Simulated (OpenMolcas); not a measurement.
# V³⁺ among point charges: CASSCF levels and susceptibility

Aim: the splitting of the states of V³⁺ in the field of 6 point charges, its lowest levels with spin-orbit coupling and its magnetic susceptibility.

Program: OpenMolcas 26.06. Level of theory: state-averaged CASSCF, spin-orbit coupling by RASSI with atomic mean-field integrals. These are calculated values, not measurements, unless marked.

1 further run of the same task is left out (it didn't finish).

## (1) What is computed

| Property | Result |
| --- | --- |
| Species | V³⁺ (vanadium, Z = 23, 20 electrons) |
| Basis | ANO-RCC-VDZP [5s4p2d1f], 34 functions |
| Scalar Hamiltonian | DKH2, point nucleus |
| Inactive shells | 1s 2s 2p 3s 3p |
| Active space | 2 electrons in 5 orbitals (3d) |
| Some configurations of this space | 3d2 |
| Orbitals | optimised for each spin and parity, averaged over all roots |

The outer shells:

3d2
```
3d [↑ ][↑ ][  ][  ][  ]
```

The ion sits among 6 point charges of -2 e arranged as an octahedron (Oh), 1.7 Å from the ion. The active orbitals were held to one l.

The work runs as a chain of OpenMolcas steps in one folder; each step below is one input file. Labels, J, g values, rates, χT and fits are worked out afterwards by a script from the matrices that RASSI stores. The input lists half of the charges; inversion (Group=XYZ) makes the rest.

## (2) Basis and integrals

Input file a.inp:

```
&GATEWAY
Coord
1

V 0.0 0.0 0.0
Basis=ANO-RCC-VDZP
Group=XYZ
NoMove
AngMom=0.0 0.0 0.0
AMFI
XField
3 Angstrom 0
1.700000 0.000000 0.000000 -2.000000
0.000000 1.700000 0.000000 -2.000000
0.000000 0.000000 1.700000 -2.000000
&SEWARD
```

Launch:

```console
$ OMP_NUM_THREADS=1 MOLCAS_MEM=1689 MOLCAS_PROJECT=a pymolcas a.inp > a.log
```

## (3) Reference wave functions, triplets of even parity, 10 roots

Input file a.inp:

```
&RASSCF
FileOrb=start.orb
Symmetry=1
Spin=3
nActEl=2 0 0
Inactive=3 6
Ras2=5 0
CIRoot=10 10 1
SDav=10
CIMx=300
Iter=120 100
PrWF=0.3
OrbListing=Nothing
MaxOrb=0
SupSym
1
10 4 5 6 7 8 11 12 13 14 15
0
>>> COPY $Project.JobIph JOB001
```

start.orb holds the contracted functions of the basis, ordered by shell, or the orbitals of the step before.

## (4) CASSCF: singlets of even parity, 15 roots

Input file a.inp:

```
&RASSCF
FileOrb=start.orb
Symmetry=1
Spin=1
nActEl=2 0 0
Inactive=3 6
Ras2=5 0
CIRoot=15 15 1
SDav=15
CIMx=300
Iter=120 100
PrWF=0.3
OrbListing=Nothing
MaxOrb=0
SupSym
1
10 4 5 6 7 8 11 12 13 14 15
0
>>> COPY $Project.JobIph JOB002
```

## (5) RASSI: spin-orbit coupling between the states

Input file a.inp:

```
&RASSI
NrOfJobIphs=2 10 15
1 2 3 4 5 6 7 8 9 10
1 2 3 4 5 6 7 8 9 10 11 12 13 14 15
IphNames
JOB001
JOB002
EJob
SpinOrbit
DIPRint=1.0
SOCoupling=1000.0
Subsets=2
Property=9
'ANGMOM' 1 'ANGMOM' 2 'ANGMOM' 3 'MLTPL  1' 1 'MLTPL  1' 2 'MLTPL  1' 3
'AMFI' 1 'AMFI' 2 'AMFI' 3
SOProperty=3
'ANGMOM' 1 'ANGMOM' 2 'ANGMOM' 3
```

Before running it: what results should come out? Wanted: spin-free ground state; first state of the same spin within the active space; lowest level; next level.

As calculated:

| quantity | value |
| --- | --- |
| method | CASSCF |
| spin-free ground state | 3T1, 3-fold in its orbital part |
| first state of the same spin within the active space | 3T2 at 10600 cm⁻¹ |
| lowest level | 2-fold E, g = 0.00, 0.00, 0.00 |
| next level | 7.4 cm⁻¹ |
| χT at 300 K | 0.92 cm³ K/mol |
| effective moment at 300 K | 2.71 μB |

What this shows: The spin-free ground state (3T1) comes to 96 % from free-ion F terms and keeps the highest spin of the shell. χT at 300 K is 0.92, against 1.00 cm³ K/mol for the spin alone, so spin-orbit coupling lowers it. A ligand-field fit to the states below 45000 cm-1 gives 10Dq = 13143 cm-1, B = 1020 cm-1 and C = 3884 cm-1 (C/B = 3.81), with a deviation of 462 cm-1. The field of point charges can differ much from that of real complexes. Point charges carry no covalency, so the field is a model and not that of real ligands.
